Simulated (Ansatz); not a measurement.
# C6H10 (1-Hexyne): a chain of runs

Wanted: a series of 28 runs (MP2/ANO-RCC-MB, UMP2/ANO-RCC-MB, UHF/ANO-RCC-MB, MP2/ANO-RCC-VDZ, UMP2/ANO-RCC-VDZ, UHF/ANO-RCC-VDZ, MP2/ANO-RCC-VDZP, UMP2/ANO-RCC-VDZP, and more) of C6H10 and its partners. Among other things, some runs vary the active orbitals. 

The results are computed with Ansatz 0.2.0.

**1. The system as given**

C6H10 has 16 atoms, charge 0, and is taken as a singlet. As SMILES, `C#CCCCC`. Geometry: relaxed at PBE0-D4/def2-TZVP. This is one conformer, not always the lowest.

Bond lengths: C1–C2 1.201 Å, C2–C3 1.454 Å, C3–C4 1.530 Å, C4–C5 1.519 Å, C5–C6 1.518 Å, C1–H7 1.064 Å, C3–H8 1.095 Å, C3–H9 1.096 Å, C4–H10 1.095 Å, C4–H11 1.095 Å, C5–H12 1.095 Å, C5–H13 1.097 Å, C6–H14 1.094 Å, C6–H15 1.094 Å, C6–H16 1.092 Å. Some angles: C1–C2–C3 178.9°, C2–C3–C4 113.2°, C3–C4–C5 113.5°, C4–C5–C6 112.6°, C2–C1–H7 179.6°, C2–C3–H8 108.7°, C2–C3–H9 108.9°, C4–C3–H8 109.8°, C4–C3–H9 109.6°, C3–C4–H10 108.2°.

**2. A single-point energy at MP2/ANO-RCC-MB (sfX2C, start density atoms) (run 1)**

Input file run.yaml:

```yaml
crystal:
  periodic: [false, false, false]
  atoms:
    - {symbol: C, position_ang: [2.660420, 0.580700, -1.472550]}
    - {symbol: C, position_ang: [2.082490, -0.099320, -0.669140]}
    - {symbol: C, position_ang: [1.360070, -0.920660, 0.288130]}
    - {symbol: C, position_ang: [-0.159670, -0.823540, 0.141250]}
    - {symbol: C, position_ang: [-0.706900, 0.565940, 0.416950]}
    - {symbol: C, position_ang: [-2.214010, 0.644320, 0.249970]}
    - {symbol: H, position_ang: [3.179340, 1.181330, -2.181130]}
    - {symbol: H, position_ang: [1.678260, -1.961460, 0.169270]}
    - {symbol: H, position_ang: [1.650900, -0.622880, 1.302190]}
    - {symbol: H, position_ang: [-0.616660, -1.542860, 0.829610]}
    - {symbol: H, position_ang: [-0.440130, -1.135470, -0.870290]}
    - {symbol: H, position_ang: [-0.219970, 1.281180, -0.253520]}
    - {symbol: H, position_ang: [-0.430940, 0.865200, 1.435090]}
    - {symbol: H, position_ang: [-2.510270, 0.383620, -0.769950]}
    - {symbol: H, position_ang: [-2.725260, -0.045710, 0.927490]}
    - {symbol: H, position_ang: [-2.587660, 1.649600, 0.456640]}
basis:
  gaussian: {orbitals: ANO-RCC-MB.json}
correlation: {method: mp2, frozen_orbitals: {C: 1, H: 0}}
```

The basis set ANO-RCC-MB is read from a file made from the Basis Set Exchange's data (not shown).

On the command line:

```sh
$ ansatz run run.yaml --threads 1 --pin off --max-ram 3480MiB --events-out events.jsonl --progress --plain --runs-dir runs
```

The log of the run:

```text
Warning: RAYON_NUM_THREADS=1 ignored (pool sized by the plan → 1); use --threads N
Functional definition: HF
  name "HF"
  exchange = exact_x
  correlation = 0
587 factors; integrals over basis functions are off by at most 3.7e-5 eV
mean field evaluation 1: about -6333.1511 eV, gradient 1.6e1 eV
mean field evaluation 2: about -6333.4849 eV, gradient 1.6e1 eV
mean field evaluation 4: about -6334.5788 eV, gradient 3.2e0 eV
mean field evaluation 8: about -6334.6066 eV, gradient 2.3e-6 eV
mean field -6334.60662755 eV, -232.7924998120 hartree, gradient 1.2e-6 eV, S^2 0.000000; 0 other end points of the search recorded, 0 dependent functions left out
6 core orbitals not correlated: weight in the atoms' cores, before any rotation towards them, 1.000 or more for the frozen orbitals, at most 0.000 for the correlated occupied ones
reference -6334.60662755 eV, -232.7924998120 hartree; 17, 17 occupied and 17, 17 virtual orbitals, 587 factors
second order -8.99015214 eV of doubles, -0.00000000 eV of singles
Total energy: -6343.59677970 eV, -233.1228818095 hartree
Relativity: scalar
```

It took 8.1 s on 1 thread of Arm Neoverse V1, shared host.

**3. The C atom: the energy at UMP2/ANO-RCC-MB (sfX2C, start density atoms) (run 2)**

Input file run.yaml:

```yaml
basis:
  gaussian:
    orbitals: ANO-RCC-MB.json
crystal:
  periodic: [false, false, false]
  atoms:
    - symbol: C
      position_ang: [0.000000, 0.000000, 0.000000]
magnetization:
  spin_polarized: true
  initial_magnetization: 2
correlation:
  method: mp2
  frozen_orbitals: {C: 1}
```

The basis set ANO-RCC-MB is read from a file made from the Basis Set Exchange's data (not shown).

Run the same way, it converges to -37.70586 Eh (log not shown).

Runs 3 to 20 aren't shown in full; the table further down has their settings and results.

**4. The energy at CASCI(10,10)/def2-SVP (3 roots, start density atoms) (run 21)**

Input file job.yaml:

```yaml
crystal:
  periodic: [false, false, false]
  atoms:
    - {symbol: C, position_ang: [2.660420, 0.580700, -1.472550]}
    - {symbol: C, position_ang: [2.082490, -0.099320, -0.669140]}
    - {symbol: C, position_ang: [1.360070, -0.920660, 0.288130]}
    - {symbol: C, position_ang: [-0.159670, -0.823540, 0.141250]}
    - {symbol: C, position_ang: [-0.706900, 0.565940, 0.416950]}
    - {symbol: C, position_ang: [-2.214010, 0.644320, 0.249970]}
    - {symbol: H, position_ang: [3.179340, 1.181330, -2.181130]}
    - {symbol: H, position_ang: [1.678260, -1.961460, 0.169270]}
    - {symbol: H, position_ang: [1.650900, -0.622880, 1.302190]}
    - {symbol: H, position_ang: [-0.616660, -1.542860, 0.829610]}
    - {symbol: H, position_ang: [-0.440130, -1.135470, -0.870290]}
    - {symbol: H, position_ang: [-0.219970, 1.281180, -0.253520]}
    - {symbol: H, position_ang: [-0.430940, 0.865200, 1.435090]}
    - {symbol: H, position_ang: [-2.510270, 0.383620, -0.769950]}
    - {symbol: H, position_ang: [-2.725260, -0.045710, 0.927490]}
    - {symbol: H, position_ang: [-2.587660, 1.649600, 0.456640]}
basis:
  gaussian: {orbitals: def2-SVP}
correlation:
  active_space: {window: {electrons: 10, orbitals: 10}, fixed_orbitals: true, states: [{multiplicity: 1, weights: [1, 1, 1]}]}
```

On the command line:

```sh
$ ansatz run job.yaml --threads 1 --pin off --max-ram 3480MiB --events-out events.jsonl --progress --plain --runs-dir runs
```

The log of the run:

```text
Warning: RAYON_NUM_THREADS=1 ignored (pool sized by the plan → 1); use --threads N
[... 4 set-up lines as earlier in the session ...]
2624 factors; integrals over basis functions are off by at most 2.1e-7 eV
mean field evaluation 1: about -6331.3241 eV, gradient 3.4e1 eV
mean field evaluation 2: about -6331.3343 eV, gradient 3.4e1 eV
mean field evaluation 4: about -6334.8196 eV, gradient 3.5e0 eV
mean field evaluation 8: about -6334.8591 eV, gradient 7.8e-5 eV
mean field -6334.85906557 eV, -232.8017767382 hartree, gradient 2.8e-6 eV, S^2 0.000000; 0 other end points of the search recorded, 0 dependent functions left out
reference -6334.85906557 eV, -232.8017767382 hartree; 23, 23 occupied and 111, 111 virtual orbitals, 2624 factors
state -6335.12617305 eV, -232.8115927567 hartree
state -6326.81294953 eV, -232.5060874275 hartree
state -6325.69980350 eV, -232.4651800653 hartree
Total energy: -6329.21297536 eV, -232.5942867498 hartree
```

Run time: 7.2 s. Hardware: 1 thread of Arm Neoverse V1, shared host; peak memory 0.43 GiB.

The roots found:

| excited state | energy (eV) | label |
| --- | --- | --- |
| 1 | 8.313 | A |
| 2 | 9.426 | A |

Runs 22 to 27 aren't shown in full; the table further down has their settings and results.

**5. The doublet cation: the energy at UHF/x2c-TZVPall (sfX2C, start density atoms) (run 28)**

Input file molecule.yaml:

```yaml
crystal:
  periodic: [false, false, false]
  atoms:
    - {symbol: C, position_ang: [2.660420, 0.580700, -1.472550]}
    - {symbol: C, position_ang: [2.082490, -0.099320, -0.669140]}
    - {symbol: C, position_ang: [1.360070, -0.920660, 0.288130]}
    - {symbol: C, position_ang: [-0.159670, -0.823540, 0.141250]}
    - {symbol: C, position_ang: [-0.706900, 0.565940, 0.416950]}
    - {symbol: C, position_ang: [-2.214010, 0.644320, 0.249970]}
    - {symbol: H, position_ang: [3.179340, 1.181330, -2.181130]}
    - {symbol: H, position_ang: [1.678260, -1.961460, 0.169270]}
    - {symbol: H, position_ang: [1.650900, -0.622880, 1.302190]}
    - {symbol: H, position_ang: [-0.616660, -1.542860, 0.829610]}
    - {symbol: H, position_ang: [-0.440130, -1.135470, -0.870290]}
    - {symbol: H, position_ang: [-0.219970, 1.281180, -0.253520]}
    - {symbol: H, position_ang: [-0.430940, 0.865200, 1.435090]}
    - {symbol: H, position_ang: [-2.510270, 0.383620, -0.769950]}
    - {symbol: H, position_ang: [-2.725260, -0.045710, 0.927490]}
    - {symbol: H, position_ang: [-2.587660, 1.649600, 0.456640]}
basis:
  gaussian:
    orbitals: x2c-TZVPall.json
total_charge: 1
magnetization:
  spin_polarized: true
  initial_magnetization: 1
hamiltonian:
  xc: hf
```

The basis set x2c-TZVPall is read from a file made from the Basis Set Exchange's data (not shown).

On the command line:

```sh
$ ansatz run molecule.yaml --threads 1 --pin off --max-ram 3480MiB --events-out events.jsonl --progress --plain --runs-dir runs
```

The log of the run:

```text
Warning: RAYON_NUM_THREADS=1 ignored (pool sized by the plan → 1); use --threads N
[... 4 set-up lines as earlier in the session ...]
1838 factors; their error is unknown
mean field evaluation 1: about -6328.0307 eV, gradient 3.6e1 eV
mean field evaluation 2: about -6333.6133 eV, gradient 1.7e1 eV
mean field evaluation 4: about -6335.2430 eV, gradient 1.3e0 eV
mean field evaluation 8: about -6335.2828 eV, gradient 1.3e-1 eV
mean field evaluation 16: about -6335.3630 eV, gradient 2.2e-2 eV
mean field evaluation 32: about -6335.3679 eV, gradient 5.1e-3 eV
mean field evaluation 64: about -6335.3535 eV, gradient 1.0e0 eV
mean field evaluation 96: about -6335.3434 eV, gradient 5.3e-1 eV
mean field evaluation 128: about -6335.3493 eV, gradient 4.6e-2 eV
mean field evaluation 160: about -6335.3632 eV, gradient 2.1e-2 eV
mean field -6335.36790977 eV, -232.8204764173 hartree, gradient 9.2e-6 eV, S^2 0.756856; 2 other end points of the search recorded, 0 dependent functions left out
reference -6335.36790977 eV, -232.8204764173 hartree; 23, 22 occupied and 223, 224 virtual orbitals, 1838 factors
Total energy: -6335.36790977 eV, -232.8204764173 hartree
Relativity: scalar
```

Run time: 1.9 min. Hardware: 1 thread of Arm Neoverse V1, shared host; peak memory 1 GiB.

**6. All runs side by side**

| run | level | frozen core orbitals | number of roots | partner | energy (Eh) | wall time |
| --- | --- | --- | --- | --- | --- | --- |
| 1 | MP2/ANO-RCC-MB (sfX2C, start density atoms) | 6 | – | base | -233.122882 | 8.1 s |
| 2 | UMP2/ANO-RCC-MB (sfX2C, start density atoms) | 1 | – | atoms | -37.705855 | 0.06 s |
| 3 | UHF/ANO-RCC-MB (sfX2C, start density atoms) | – | – | atoms | -0.493916 | 0.04 s |
| 4 | MP2/ANO-RCC-VDZ (sfX2C, start density atoms) | 6 | – | base | -233.551124 | 8.4 s |
| 5 | UMP2/ANO-RCC-VDZ (sfX2C, start density atoms) | 1 | – | atoms | -37.728584 | 0.08 s |
| 6 | UHF/ANO-RCC-VDZ (sfX2C, start density atoms) | – | – | atoms | -0.497667 | 0.04 s |
| 7 | MP2/ANO-RCC-VDZP (sfX2C, start density atoms) | 6 | – | base | -233.988093 | 17 s |
| 8 | UMP2/ANO-RCC-VDZP (sfX2C, start density atoms) | 1 | – | atoms | -37.763062 | 0.1 s |
| 9 | UHF/ANO-RCC-VDZP (sfX2C, start density atoms) | – | – | atoms | -0.497667 | 0.06 s |
| 10 | MP2/ANO-RCC-VTZP (sfX2C, start density atoms) | 6 | – | base | -234.165734 | 61 s |
| 11 | UMP2/ANO-RCC-VTZP (sfX2C, start density atoms) | 1 | – | atoms | -37.776142 | 0.2 s |
| 12 | UHF/ANO-RCC-VTZP (sfX2C, start density atoms) | – | – | atoms | -0.499951 | 0.06 s |
| 13 | CASCI(2,2)/def2-SVP (3 roots, start density atoms) | – | 3 | base | -232.336930 (average) | 6.3 s |
| 14 | CASCI(2,3)/def2-SVP (3 roots, start density atoms) | – | 3 | base | -232.532241 (average) | 6.3 s |
| 15 | CASCI(4,4)/def2-SVP (3 roots, start density atoms) | – | 3 | base | -232.553830 (average) | 6.3 s |
| 16 | CASCI(4,5)/def2-SVP (3 roots, start density atoms) | – | 3 | base | -232.576109 (average) | 6.3 s |
| 17 | CASCI(6,6)/def2-SVP (3 roots, start density atoms) | – | 3 | base | -232.576229 (average) | 6.3 s |
| 18 | CASCI(6,7)/def2-SVP (3 roots, start density atoms) | – | 3 | base | -232.578254 (average) | 6.3 s |
| 19 | CASCI(8,8)/def2-SVP (3 roots, start density atoms) | – | 3 | base | -232.578589 (average) | 6.6 s |
| 20 | CASCI(8,9)/def2-SVP (3 roots, start density atoms) | – | 3 | base | -232.593169 (average) | 6.9 s |
| 21 | CASCI(10,10)/def2-SVP (3 roots, start density atoms) | – | 3 | base | -232.594287 (average) | 7.2 s |
| 22 | CASCI(10,11)/def2-SVP (3 roots, start density atoms) | – | 3 | base | -232.613232 (average) | 8.1 s |
| 23 | HF/x2c-SV(P)all (sfX2C, start density atoms) | – | – | base | -232.859750 | 1.6 s |
| 24 | UHF/x2c-SV(P)all (sfX2C, start density atoms) | – | – | cation | -232.530433 | 11 s |
| 25 | HF/x2c-SVPall (sfX2C, start density atoms) | – | – | base | -232.888505 | 2.2 s |
| 26 | UHF/x2c-SVPall (sfX2C, start density atoms) | – | – | cation | -232.560605 | 25 s |
| 27 | HF/x2c-TZVPall (sfX2C, start density atoms) | – | – | base | -233.142155 | 6.3 s |
| 28 | UHF/x2c-TZVPall (sfX2C, start density atoms) | – | – | cation | -232.820476 | 1.9 min |

Convergence of the lowest excitation energy within this active space of singlet C6H10 with the active orbitals, against the last point:

| active orbitals | from the last (eV) | wall time |
| --- | --- | --- |
| (2,2) | +2.0066 | 6.3 s |
| (2,3) | +1.7007 | 6.3 s |
| (4,4) | +1.4969 | 6.3 s |
| (4,5) | +0.6702 | 6.3 s |
| (6,6) | +0.6669 | 6.3 s |
| (6,7) | +0.6786 | 6.3 s |
| (8,8) | +0.6780 | 6.6 s |
| (8,9) | -0.0134 | 6.9 s |
| (10,10) | -0.0636 | 7.2 s |
| (10,11) | +0.0000 | 8.1 s |

Convergence of the total energy of singlet C6H10 with the basis set, against the last point:

| basis set | from the last (mEh) | wall time |
| --- | --- | --- |
| ANO-RCC-MB | +1042.852 | 8.1 s |
| ANO-RCC-VDZ | +614.610 | 8.4 s |
| ANO-RCC-VDZP | +177.641 | 17 s |
| ANO-RCC-VTZP | +0.000 | 61 s |

**7. Outcome**

```
                                                           quantity          value
                               doublet cation, run 28: total energy  -232.82048 Eh
                                       doublet cation, run 28: ⟨S²⟩          0.757
vertical ionisation energy (to the doublet cation), HF/x2c-SV(P)all       8.961 eV
  vertical ionisation energy (to the doublet cation), HF/x2c-SVPall       8.923 eV
 vertical ionisation energy (to the doublet cation), HF/x2c-TZVPall       8.753 eV
```

For the lowest excitation energy within this active space of singlet C6H10 to stay within 0.1 eV of the last point, (8,9) is the first point of the series from which all later ones do (6.9 s against 8.1 s). In runs 1, 2, 3 the basis is minimal, so the values are rough. Rows marked as averages are means over several states, not the energy of one. All runs together took 5.3 min, the longest 1.9 min.
